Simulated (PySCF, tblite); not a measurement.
# B₃H₁₄P₃Si, a small molecule taken as a stand-in for a surface group (BP 3-ring): NMR shifts, core binding energies and electronic excitations

Aim: the NMR shifts, core binding energies and electronic excitations of `[SiH3][BH-]1[PH2+][BH2-][PH2+][BH2-][PH2+]1`.

Computed with tblite 0.8.0 and PySCF 2.14.0; each step states its level. No surroundings beyond the atoms listed, unless a continuum is named. Atoms count from 0, parts from 1.

## (1) Starting point

21 atoms, charge 0, multiplicity 1; geometry: distance geometry start.

## (2) Geometry optimisation with GFN2-xTB

What the job is given:

```
{"job": {"kind": "relax", "xc": "GFN2-xTB", "basis": "xTB"}, "charge": 0, "multiplicity": 1}
P     -0.379719     1.360315     0.992258
B      1.214502     1.642758    -0.006803
P      2.366238     0.210736     0.382554
B      1.551667    -1.282976    -0.497759
P     -0.140818    -1.712406     0.228564
B     -1.176349    -0.303527     0.767926
Si    -2.765861    -0.029314    -0.334613
H     -0.168946     1.571657     2.374837
H     -1.294332     2.344357     0.579295
H      1.716056     2.701865     0.274080
H      0.972026     1.594833    -1.151333
H      2.479665     0.016451     1.779407
H      3.644901     0.367094    -0.195901
H      1.535128    -1.007948    -1.658537
H      2.342526    -2.175532    -0.327490
H      0.109768    -2.574949     1.315230
H     -0.790953    -2.512284    -0.736503
H     -1.605128    -0.618426     1.846180
H     -3.507668     1.072196     0.295032
H     -3.637440    -1.196846    -0.363516
H     -2.412961     0.480731    -1.678941
```

Method: GFN2-xTB geometry optimisation, gas phase.

Launch:

```
OMP_NUM_THREADS=1 python cluster_run.py task.json out
```

The driver reads the jobs from task.json and runs them one after another.

**Question.** The jobs that follow are: PBE0-D3(BJ)/def2-SVP geometry optimisation, gas phase; GIAO PBE0/pcSseg-1 NMR shielding, non-relativistic, gas phase; delta-SCF UKS SCAN, pcX-2 on the ionised atom, pcseg-1 elsewhere, spin-free X2C; TDDFT CAM-B3LYP/def2-SVPD, vertical, gas phase, core orbitals frozen in the response. Predict: rotational constants (main isotopes); ¹H shifts against TMS (PBE0/pcSseg-1, means over atoms taken as alike); ³¹P shifts against H3PO4 (PBE0/pcSseg-1, means over atoms taken as alike); ¹¹B shifts against BF3·OEt2 (PBE0/pcSseg-1); ²⁹Si shifts against TMS (PBE0/pcSseg-1); potential on the surface of density 0.002 e/bohr³, 1st and 99th percentile; B1s binding energies, SCAN/pcX-2 (standing for 2 of 3 atoms); P2p binding energies, SCAN/pcX-2; Si2p binding energies, SCAN/pcX-2; lowest singlet (CAM-B3LYP/def2-SVPD); brightest single state of those computed; lowest triplet; vertical ionisation energy (ΔSCF).

As calculated:

```
                                                                  quantity                                                                             value
                                      rotational constants (main isotopes)                                                              1.38, 0.93, 0.73 GHz
    ¹H shifts against TMS (PBE0/pcSseg-1, means over atoms taken as alike)  4.12, 4.11, 4.11, 4.10, 3.80, 3.68, 3.48, 3.46, 1.77, 1.75, 1.55, 1.55, 1.41 ppm
 ³¹P shifts against H3PO4 (PBE0/pcSseg-1, means over atoms taken as alike)                                                                -134.5, -139.5 ppm
                               ¹¹B shifts against BF3·OEt2 (PBE0/pcSseg-1)                                                           -47.6, -47.6, -51.4 ppm
                                   ²⁹Si shifts against TMS (PBE0/pcSseg-1)                                                                         -84.8 ppm
potential on the surface of density 0.002 e/bohr³, 1st and 99th percentile                                                                -0.73 V and 1.49 V
              B1s binding energies, SCAN/pcX-2 (standing for 2 of 3 atoms)                                                           B1 194.10, B5 194.00 eV
                                          P2p binding energies, SCAN/pcX-2                                                           P2 137.30, P4 137.30 eV
                                         Si2p binding energies, SCAN/pcX-2                                                                     Si6 105.92 eV
                                      lowest singlet (CAM-B3LYP/def2-SVPD)                                                       6.40 eV (194 nm), f = 0.023
                                  brightest single state of those computed                                                       state 5, 7.06 eV, f = 0.060
                                                            lowest triplet                                                                           6.15 eV
                                         vertical ionisation energy (ΔSCF)                                                                           9.46 eV
```

What this shows: The start of the PBE0/def2-SVP relaxation was shaken at random by about 0.01 Å, so part of the energy gained, and of the first lengths quoted, undoes that. Relaxing lowered the energy by 0.291 eV in 7 steps; the close pair that moved most is B5–Si6, from 1.977 to 2.027 Å (PBE0/def2-SVP). Hydrogens of an XH3 group are listed apart at this fixed geometry; free rotation makes them one line at their mean. At PBE0/pcSseg-1: The largest span, 133 ppm, is at P0, P4, where the paramagnetic term is -523 ppm. By nearest atom (PBE0/pcSseg-1), the HOMO sits on B5 35 %; Si6 22 % and the LUMO on H8, H12, H16 about 12 % each; P0, P2, P4 about 11 % each. At SCAN/pcX-2: The B1s levels kept as sound span 0.10 eV, from B5 (boron bonded to 2 P, Si, H) up to B1 (boron bonded to 2 P, 2 H). Only 2 of the 3 B atoms are covered by sound results. At SCAN/pcX-2: the P2p levels computed lie within 0.01 eV of one another, too close to rank. The lowest singlet, at 6.40 eV, is HOMO→LUMO 0.92 and is weak; of the 6 states computed, the strongest absorption comes from states 4 to 5 together at 7.06 eV. The lowest triplet lies 0.25 eV below the lowest singlet (triplets in Tamm-Dancoff, singlets in full TDDFT). The orbital energy would give 8.97 eV for ionisation, ΔSCF gives 9.46 eV. A capped cluster stands for the solid here, so long-range fields and strain are missing, and bands or shifts of the capping hydrogens have no counterpart in it.
